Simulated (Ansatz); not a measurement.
# BaNb: the cost of one run

Program: Ansatz 0.2.0. Level of theory: DFT PBE, scalar-relativistic, plane waves, PAW. These are calculated values, not measurements.

## 1. The system as given

Symmetry: Pmmn, No. 59, orthorhombic system. The conventional cell has a = 3.182 Å, b = 5.238 Å, c = 6.546 Å, α = 90.00°, β = 90.00°, γ = 90.00°. Ba (site symmetry mm2) is surrounded by 6 Ba at 3.15 to 3.18 Å and 4 Nb at 3.53 to 3.57 Å. Around Nb (site symmetry mm2) lie 6 Nb at 3.18 to 3.21 Å and 4 Ba at 3.53 to 3.57 Å.

Coordinates:

```
Ba Nb
1.0
     3.18202    0.00000    0.00000
     0.00000    5.23781    0.00000
     0.00000    0.00000    6.54641
Ba Nb
2 2
Cartesian
  1.5910 0.0000 3.6326
  0.0000 2.6189 2.9138
  0.0000 0.0000 0.4852
  1.5910 2.6189 6.0612
```

A structure generator made this guess: species swapped into a database cell of CeMg (Pmmn, No. 59), with Ba on the Ce sites and Nb on the Mg sites. The dimensions are guesses.

## 2. Probe: one point on a coarse mesh

File input.yaml:

```yaml
crystal:
  lattice:
    - [3.18201737, 0.0, 0.0]
    - [0.0, 5.23780712, 0.0]
    - [0.0, 0.0, 6.54640539]
  atoms:
    - { symbol: Ba, position: [0.5, 0.0, 0.55490075] }
    - { symbol: Ba, position: [0.0, 0.5, 0.44509925] }
    - { symbol: Nb, position: [0.0, 0.0, 0.0741185] }
    - { symbol: Nb, position: [0.5, 0.5, 0.9258815] }
basis:
  ecutwfc: 420
kpoints:
  mp_grid: { grid: [6, 4, 4] }
hamiltonian:
  xc: pbe
scf:
  occupations: { method: gaussian, width: 0.1 }
  lower_state_search: "off"
output:
  forces: true
  stress: true
  eigenvalues: true
```

Started as:

```
> ansatz run input.yaml --threads 1 --pin off --max-ram 2560MiB --backend cpu --events-out ev --progress --plain --runs-dir out
```

**Question.** How long does this run take on 1 thread of Intel Xeon 6975P-C (Granite Rapids), shared host, and how much memory does it need?

About 3.7 s, with a peak of 0.51 GiB.
